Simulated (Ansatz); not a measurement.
# Si₃BH₇: how energies converge with the basis set

One table from this session's results is given with a row withheld; the runs are named, their logs left out.

Method: one geometry, several basis sets; program: Ansatz 0.2.0, Gaussian basis.

Plan: PBE0-D4/def2-SVP; ωB97M-V/def2-SVP; PBE0-D4/def2-QZVPP; ωB97M-V/def2-QZVPP; the functionals' def2-TZVPP values are taken from earlier runs.

## The relaxed structure

The geometry comes from an earlier relaxation with PBE0-D4 in a triple-zeta def2 set; it is a stationary point, not always the lowest conformer.

SMILES `[SiH3][SiH]1B[SiH2]1`, 11 atoms, charge 0, spin multiplicity 1.

Atoms are counted from 1 here; the program's logs count them from 0.

Bond lengths: Si1–Si2 2.333 Å, Si1–H5 1.487 Å, Si1–H6 1.489 Å, Si1–H7 1.484 Å, Si2–B3 1.893 Å, Si2–Si4 2.577 Å, Si2–H8 1.492 Å, B3–Si4 1.885 Å, B3–H9 1.190 Å, Si4–H10 1.484 Å, Si4–H11 1.488 Å. Angles: Si2–Si1–H5 111.4°, Si2–Si1–H6 108.0°, Si2–Si1–H7 110.7°, H5–Si1–H6 108.1°, H5–Si1–H7 109.6°, H6–Si1–H7 109.0°, Si1–Si2–B3 127.9°, Si1–Si2–Si4 94.8°, Si1–Si2–H8 110.6°, B3–Si2–Si4 46.9°, B3–Si2–H8 121.5°, Si4–Si2–H8 137.1°, Si2–B3–Si4 86.0°, Si2–B3–H9 125.8°, Si4–B3–H9 126.2°, Si2–Si4–B3 47.1°, Si2–Si4–H10 91.4°, Si2–Si4–H11 138.8° and more.

Set-up of the first run:

in.yaml reads:

```yaml
crystal:
  periodic: [false, false, false]
  atoms:
    - {symbol: Si, position_ang: [-1.211070, 1.331049, -0.649155]}
    - {symbol: Si, position_ang: [-0.630712, -0.365948, 0.842228]}
    - {symbol: B, position_ang: [1.086050, -0.774735, 1.526923]}
    - {symbol: Si, position_ang: [1.637544, -0.867012, -0.273369]}
    - {symbol: H, position_ang: [-1.684273, 0.776547, -1.945250]}
    - {symbol: H, position_ang: [-2.326963, 2.111180, -0.045291]}
    - {symbol: H, position_ang: [-0.060352, 2.237955, -0.884901]}
    - {symbol: H, position_ang: [-1.838716, -1.137303, 1.257439]}
    - {symbol: H, position_ang: [1.325027, -1.573073, 2.376126]}
    - {symbol: H, position_ang: [1.429341, 0.214284, -1.267525]}
    - {symbol: H, position_ang: [2.339424, -2.009945, -0.916625]}
basis:
  gaussian: {orbitals: def2-SVP}
hamiltonian: {xc: pbe0, dispersion: d4}
output: {orbitals: {seedname: orbitals}}
```

Run with:

```console
ansatz run in.yaml --threads 2 --pin off --events-out ev --progress --plain --max-ram 4352MiB
```

Steps of the session up to this table: PBE0-D4 in def2-SVP; ωB97M-V in def2-SVP; PBE0-D4 in def2-QZVPP; ωB97M-V in def2-QZVPP.

One of the session's tables, all rows but one given; the rest of the session is left out.

It belongs to the step «Functionals by basis». 

```
functional       basis  HOMO (eV)  LUMO (eV)
   PBE0-D4    def2-SVP      -6.76      -1.87
   PBE0-D4  def2-TZVPP      -6.73      -1.93
   PBE0-D4  def2-QZVPP      -6.73      -1.94
   ωB97M-V    def2-SVP      -8.57       0.09
   ωB97M-V  def2-TZVPP          ?          ?
   ωB97M-V  def2-QZVPP      -8.59      -0.09
```

Q: Estimate the row for ωB97M-V, def2-TZVPP from the others.

The run gave: HOMO (eV): -8.59; LUMO (eV): -0.05.
